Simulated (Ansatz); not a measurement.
**InBr3: small, medium and large basis sets**

An exercise on one series of results from a longer session: the logs are not shown, and one member is left open.

Program: Ansatz 0.2.0, Gaussian basis. Level of theory: one geometry, several basis sets. These are calculated values, not measurements.

Plan: PBE0-D4/def2-SVP; ωB97M-V/def2-SVP; PBE0-D4/def2-QZVPP; ωB97M-V/def2-QZVPP; the functionals' def2-TZVPP values are taken from earlier runs.

**The geometry**

All runs share one geometry, relaxed beforehand with PBE0-D4 in a triple-zeta def2 set. In takes the def2 core potential; no spin-orbit term is included.

4 atoms, charge 0, spin multiplicity 1.

Atoms are counted from 1 here; the program's logs count them from 0.

Bond lengths: Br1–In2 2.437 Å, In2–Br3 2.437 Å, In2–Br4 2.437 Å. Angles: Br1–In2–Br3 120.0°, Br1–In2–Br4 120.0°, Br3–In2–Br4 120.0°.

The first run:

Contents of in.yaml:

```yaml
crystal:
  periodic: [false, false, false]
  atoms:
    - {symbol: Br, position_ang: [1.685222, -0.093740, 1.767089]}
    - {symbol: In, position_ang: [0.013887, -0.015089, -0.005222]}
    - {symbol: Br, position_ang: [-1.179761, -2.041404, -0.645263]}
    - {symbol: Br, position_ang: [-0.463848, 2.090033, -1.136903]}
basis:
  gaussian: {orbitals: def2-SVP}
hamiltonian: {xc: pbe0, dispersion: d4}
output: {orbitals: {seedname: orbitals}}
```

Run with:

```
$ ansatz run in.yaml --threads 4 --pin off --events-out ev --progress --plain --max-ram 10444MiB
```

Steps of the session up to this table: PBE0-D4 in def2-SVP; ωB97M-V in def2-SVP; PBE0-D4 in def2-QZVPP; ωB97M-V in def2-QZVPP.

One table of the session follows, with a row left open; its other results are not shown here.

It belongs to the step «Functionals by basis». 

```
functional       basis  HOMO (eV)  LUMO (eV)
   PBE0-D4    def2-SVP      -8.63      -2.89
   PBE0-D4  def2-TZVPP          ?          ?
   PBE0-D4  def2-QZVPP      -8.75      -2.99
   ωB97M-V    def2-SVP     -10.81      -0.93
   ωB97M-V  def2-TZVPP     -10.96      -1.09
   ωB97M-V  def2-QZVPP     -10.98      -1.14
```

**Question.** Estimate the row for PBE0-D4, def2-TZVPP.

**Answer.** HOMO (eV): -8.75; LUMO (eV): -2.98.
